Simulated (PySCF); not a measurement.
# H2O3Si2: relaxation and vibrations and intensities, part 2 of 2

Aim: for H2O3Si2, 2 runs in a chain (relaxation and vibrations and intensities).

PySCF 2.14.0; relaxation, b3lyp, def2-tzvp, and further levels as typed in the inputs. The steps go on from the part before.

## 3. Vibrations and intensities: vibrations and intensities, b3lyp, def2-tzvp

It takes the final geometry of step 2.

Contents of run.py:

```python
from pyscf import gto, dft
from pyscf.hessian import thermo
import numpy as np
mol = gto.M(atom="mol.xyz", basis="def2-tzvp", charge=1, spin=1, verbose=4)
mf = dft.UKS(mol, xc="b3lyp").density_fit().run(conv_tol=1e-9)
for i in range(6):  # look for a lower solution of the same spin
    mo, _, ok, _ = mf.stability(return_status=True)
    if ok: break
    mf.kernel(mf.make_rdm1(mo, mf.mo_occ))
print(f"converged SCF energy = {mf.e_tot:.10f}, stable: {ok}")
mol.verbose = 0; x = mol.atom_coords(); n = x.size; h = np.zeros((n, n + 3))
def point(d):
    m = mol.set_geom_(x + d.reshape(-1, 3), unit="Bohr", inplace=False); s = dft.UKS(m, xc="b3lyp").density_fit()
    s.grids.level = 4
    s.run(mf.make_rdm1(), conv_tol=1e-10); g = s.nuc_grad_method(); g.grid_response = True
    return np.append(g.kernel(), s.dip_moment(unit="AU", verbose=0))
for k in range(n): d = np.zeros(n); d[k] = 0.01; h[k] = (point(d) - point(-d)) / 0.02
H = (h[:, :n] + h[:, :n].T) / 2
f = thermo.harmonic_analysis(mol, H.reshape(mol.natm, 3, mol.natm, 3).transpose(0, 2, 1, 3))
print("harmonic vibrations: frequency (1/cm), infrared intensity (km/mol)")
for w, q in zip(f["freq_wavenumber"], f["norm_mode"]): t = q.ravel() @ h[:, n:]; print(f"  {w.real - w.imag:9.2f} {974.88 * t @ t:9.2f}")
```

Command:

```console
python run.py
```

Output:

```text
[INPUT] num. atoms = 7
[INPUT] num. electrons = 53
[INPUT] charge = 1
[INPUT] spin (= nelec alpha-beta = 2S) = 1
[INPUT] symmetry False subgroup None
[INPUT] Mole.unit = angstrom
[INPUT] Symbol           X                Y                Z      unit          X                Y                Z       unit  Magmom
[INPUT]  1 H      2.515376020000   1.770297690000  -1.025333270000 AA    4.753371778098   3.345377793050  -1.937599066705 Bohr   0.0
[INPUT]  2 O      1.639953470000   1.365034730000  -1.025548680000 AA    3.099062915330   2.579541790220  -1.938006132609 Bohr   0.0
[INPUT]  3 Si     1.100793020000   0.290034870000   0.035602720000 AA    2.080197327633   0.548086470874   0.067279390090 Bohr   0.0
[INPUT]  4 O     -0.273397660000   0.737818570000   0.879719350000 AA   -0.516646700497   1.394275026918   1.662428637980 Bohr   0.0
[INPUT]  5 Si    -1.503371390000  -0.122058780000   0.204570040000 AA   -2.840960190607  -0.230657665299   0.386581348891 Bohr   0.0
[INPUT]  6 O     -0.041502290000  -0.753041640000  -0.844817410000 AA   -0.078427961642  -1.423042459993  -1.596473530164 Bohr   0.0
[INPUT]  7 H      0.068544840000  -1.319673790000  -1.624399550000 AA    0.129530974852  -2.493822036867  -3.069670266367 Bohr   0.0

nuclear repulsion = 291.970638962169
number of shells = 67
number of NR pGTOs = 280
number of NR cGTOs = 179
basis = def2-tzvp
ecp = {}

******** <class 'pyscf.df.df_jk.DFUKS'> ********
method = DFUKS
initial guess = minao
damping factor = 0
level_shift factor = 0
DIIS = <class 'pyscf.scf.diis.CDIIS'>
diis_start_cycle = 1
diis_space = 8
diis_damp = 0
SCF conv_tol = 1e-09
SCF conv_tol_grad = None
SCF max_cycles = 50
direct_scf = False
number electrons alpha = 27  beta = 26
XC library pyscf.dft.libxc version 7.0.0
    S. Lehtola, C. Steigemann, M. J.T. Oliveira, and M. A.L. Marques.,  SoftwareX 7, 1–5 (2018)
XC functionals = b3lyp
    P. J. Stephens, F. J. Devlin, C. F. Chabalowski, and M. J. Frisch.,  J. Phys. Chem. 98, 11623 (1994)
radial grids:
    Treutler-Ahlrichs [JCP 102, 346 (1995); DOI:10.1063/1.469408] (M4) radial grids

becke partition: Becke, JCP 88, 2547 (1988); DOI:10.1063/1.454033
pruning grids: <function nwchem_prune at 0x7474a3d75bc0>
grids dens level: 3
symmetrized grids: False
atomic radii adjust function: <function treutler_atomic_radii_adjust at 0x7474a3d768e0>
small_rho_cutoff = 0
Set gradient conv threshold to 3.16228e-05
tot grids = 100224
******** <class 'pyscf.df.df.DF'> ********
auxbasis = def2-tzvp-jkfit
init E= -806.73909085968
[... the frontier-level lines of each cycle are left out ...]


cycle= 1 E= -805.586443614688  delta_E= 1.15  |g|= 0.892  |ddm|= 1.68
cycle= 2 E= -804.632393370517  delta_E= 0.954  |g|= 1.76  |ddm|= 1.36
cycle= 3 E= -805.850019111985  delta_E= -1.22  |g|= 0.213  |ddm|= 0.968
cycle= 4 E= -805.861071031147  delta_E= -0.0111  |g|= 0.141  |ddm|= 0.173
cycle= 5 E= -805.867803297335  delta_E= -0.00673  |g|= 0.0212  |ddm|= 0.0765
cycle= 6 E= -805.867959732956  delta_E= -0.000156  |g|= 0.0101  |ddm|= 0.0206
cycle= 7 E= -805.867993274022  delta_E= -3.35e-05  |g|= 0.00392  |ddm|= 0.0069
cycle= 8 E= -805.867999761673  delta_E= -6.49e-06  |g|= 0.000894  |ddm|= 0.00342
cycle= 9 E= -805.868000365265  delta_E= -6.04e-07  |g|= 0.000227  |ddm|= 0.00147
cycle= 10 E= -805.868000471576  delta_E= -1.06e-07  |g|= 8.77e-05  |ddm|= 0.000645
cycle= 11 E= -805.86800050481  delta_E= -3.32e-08  |g|= 5.41e-05  |ddm|= 0.000384
cycle= 12 E= -805.868000512682  delta_E= -7.87e-09  |g|= 3.59e-05  |ddm|= 0.000155
cycle= 13 E= -805.868000518781  delta_E= -6.1e-09  |g|= 1e-05  |ddm|= 0.000239
cycle= 14 E= -805.868000519067  delta_E= -2.86e-10  |g|= 7.35e-06  |ddm|= 4.75e-05
Extra cycle  E= -805.86800051904  delta_E= 2.71e-11  |g|= 1.31e-05  |ddm|= 1.24e-05
converged SCF energy = -805.86800051904  <S^2> = 0.75221152  2S+1 = 2.0022103
uhf_internal: lowest eigs of H = [0.16937772 0.27405212 0.28847903]
<class 'pyscf.df.df_jk.DFUKS'> wavefunction is stable in the internal stability analysis
converged SCF energy = -805.8680005190, stable: True
harmonic vibrations: frequency (1/cm), infrared intensity (km/mol)
     135.71     14.55
     162.52     66.83
     258.87    112.28
     337.55     37.83
     365.91     11.52
     404.01     99.78
     499.83     16.78
     654.50     69.38
     717.02    245.09
     795.01     56.11
     878.36    156.45
     958.68     90.07
    1005.64    253.81
    3735.85    266.71
    3826.31    332.45
```

Run time: 5.1 min. Hardware: 8 threads of Intel Xeon 6975P-C (Granite Rapids), shared host.

Harmonic frequencies from the force constants, with isotope-averaged masses (PySCF's default) and rigid motions projected out (i: imaginary):

| mode | cm⁻¹ | IR (km/mol) |
| --- | --- | --- |
| 1 | 136 | 14.6 |
| 2 | 163 | 66.8 |
| 3 | 259 | 112.3 |
| 4 | 338 | 37.8 |
| 5 | 366 | 11.5 |
| 6 | 404 | 99.8 |
| 7 | 500 | 16.8 |
| 8 | 654 | 69.4 |
| 9 | 717 | 245.1 |
| 10 | 795 | 56.1 |
| 11 | 878 | 156.4 |
| 12 | 959 | 90.1 |
| 13 | 1006 | 253.8 |
| 14 | 3736 | 266.7 |
| 15 | 3826 | 332.4 |

## 4. Results

This closing draws on all 2 parts.

```
                     quantity             value
harmonic frequencies (step 3)  136 to 3826 cm⁻¹
   zero-point energy (step 3)          0.914 eV
```

**Reading.** In step 3 all modes are real: a minimum.
